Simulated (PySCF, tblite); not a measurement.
# C4H14FPSi2: geometry, infrared bands and NMR shifts

Wanted: the infrared bands and NMR shifts of C4H14FPSi2 (`CC[C@@H](CF)[SiH2]P[SiH3]`), by calculation.

The runs use tblite 0.8.0 and PySCF 2.14.0, with density-fitted response routines of our own; the level of theory stands in each step. All values are computed, except where a source is named. Atoms count from 0, in the outputs and in this text.

## (1) Starting geometry

22 atoms, charge 0, multiplicity 1; geometry from: force field or distance geometry start.

Bonds of the start (Å): C0–C1 1.51, C1–C2 1.53, C2–C3 1.48, C3–F4 1.37, C2–Si5 1.84, Si5–P6 2.19, P6–Si7 2.21, C0–H8 1.10, C0–H9 1.12, C0–H10 1.12, C1–H11 1.11, C1–H12 1.08, C2–H13 1.12, C3–H14 1.11, C3–H15 1.13, Si5–H16 1.50, Si5–H17 1.47, P6–H18 1.45, Si7–H19 1.48, Si7–H20 1.47, Si7–H21 1.46.

## (2) Geometry optimisation with GFN2-xTB

What the job is given:

```
{"job": {"kind": "relax", "xc": "GFN2-xTB", "basis": "xTB"}, "charge": 0, "multiplicity": 1}
C     -3.240400     0.496100    -0.109800
C     -2.000800     0.207100    -0.917600
C     -0.814600     0.408400     0.031100
C     -0.892700    -0.485700     1.205500
F     -0.882600    -1.803600     0.836700
Si     0.815600     0.241700    -0.814900
P      2.188100    -1.037700     0.318800
Si     4.199600    -0.136800     0.165500
H     -3.516800    -0.312700     0.585700
H     -4.110600     0.710300    -0.777400
H     -3.064300     1.441600     0.469400
H     -2.072000    -0.853300    -1.243600
H     -1.958000     0.839100    -1.796200
H     -0.925500     1.470900     0.380600
H     -1.847700    -0.302000     1.748000
H     -0.047700    -0.242200     1.908300
H      1.433300     1.605100    -0.806200
H      0.668600    -0.169000    -2.221100
H      2.168400    -2.424200    -0.104400
H      4.391100     0.473700    -1.173800
H      4.224600     0.987900     1.116200
H      5.273800    -1.095200     0.396700
```

Launch:

```console
> OMP_NUM_THREADS=1 python probes_run.py task.json out
```

One launch serves the whole session: the jobs run in the order shown.

**Question.** This job is followed by: GFN2-xTB harmonic vibrations, gas phase; GIAO PBE0/pcSseg-1 NMR shielding, non-relativistic, gas phase. What will the session give for the following? strongest single infrared mode (GFN2-xTB); zero-point energy (GFN2-xTB); 13C shifts against TMS (PBE0/pcSseg-1); 1H shifts against TMS (PBE0/pcSseg-1, means over atoms taken as alike); 19F shifts against CFCl3 (PBE0/pcSseg-1); 29Si shifts against TMS (PBE0/pcSseg-1); 31P shifts against H3PO4 (PBE0/pcSseg-1).

The runs gave:

```
                                                              quantity                                                           value
                             strongest single infrared mode (GFN2-xTB)                                            776 cm⁻¹, 381 km/mol
                                          zero-point energy (GFN2-xTB)                                                  102.5 kcal/mol
                                13C shifts against TMS (PBE0/pcSseg-1)                                      82.7, 35.2, 23.2, 15.3 ppm
1H shifts against TMS (PBE0/pcSseg-1, means over atoms taken as alike)  5.08, 4.73, 4.46, 4.11, 4.02, 1.71, 1.44, 1.13, 0.67, 0.43 ppm
                              19F shifts against CFCl3 (PBE0/pcSseg-1)                                                      -255.8 ppm
                               29Si shifts against TMS (PBE0/pcSseg-1)                                                -41.8, -83.8 ppm
                              31P shifts against H3PO4 (PBE0/pcSseg-1)                                                      -339.1 ppm
```

**Reading.** The optimisation took 217 steps and gained 0.874 eV; among the close pairs (by a distance rule), P6–H18 changed most, from 1.450 to 1.378 Å. No mode is imaginary among the 60: a minimum at this level. The strongest single mode, at 776 cm⁻¹, has its largest shares on H21, H17, H16 and H19 (the list is cut at 4 atoms). Unscaled tight-binding wavenumbers are off by several per cent, some by more. Its intensities can rank the bands wrongly. The most deshielded carbon is C3 (sp3 CH2 bonded to F), at 82.7 ppm: deshielded by the electronegative neighbour. At PBE0/pcSseg-1: The widest tensor belongs to P6: span 139 ppm, with a paramagnetic part of -314 ppm.
